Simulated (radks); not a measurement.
# Ne inside a hard spherical wall

An exercise on one series of results from a longer session: the logs are not shown, and one member is left open.

The numbers are computed with radks (a radial shooting solver on a logarithmic mesh, Libxc functionals) version 1 (non-relativistic Kohn-Sham, PBE, spin-polarised, spherical densities, point nucleus), except any that are marked as measured or tabulated.

### What is computed

```
element       : neon (Z = 10)
charge        : 0
electrons     : 10
configuration : [Ne]
```

Outer shells as boxes (Hund's rule):

Ne
```
[He] core
2s [↑↓]
2p [↑↓][↑↓][↑↓]
```

The first run:

Settings of this run:

```text
Z 10
configuration [Ne] 3s0 3p0 3d0
relativity non-relativistic
functional pbe,pbe
spin polarised
nucleus point
```

Steps of the session up to this table: The free atom; Wall at 20 bohr; Wall at 15 bohr; Wall at 12 bohr; Wall at 10 bohr; Wall at 8 bohr; Wall at 7 bohr; Wall at 5 bohr; Wall at 4 bohr; Wall at 3.5 bohr; Wall at 3 bohr.

One of the session's tables, all rows but one given; the rest of the session is left out.

```
R (bohr)  E − E(free) (eV)  ε(2p) (eV)
    free             0.000     -13.347
      20            -0.000     -13.347
      15             0.000     -13.347
      12             0.000     -13.347
      10             0.000     -13.347
       8             0.000     -13.347
       7             0.001     -13.343
       5                 ?           ?
       4             0.409     -12.681
     3.5             1.163     -11.856
       3             3.440      -9.982
```

**Question.** Estimate the row for R (bohr) = 5.

Worked estimate for «E − E(free) (eV)». A straight line through the neighbours (7, 0.001) and (4, 0.409) gives 0.001 + (0.409 − 0.001) × (5 − 7) / (4 − 7) = 0.273; a parabola fitted to 4 rows on both sides gives 0.149.

**Answer.** E − E(free) (eV): 0.053; ε(2p) (eV): -13.217. In «E − E(free) (eV)» the line misses by +0.220 and the parabola by +0.096.

Shells are not refilled when levels cross, and a hard wall is a model, not a crystal.
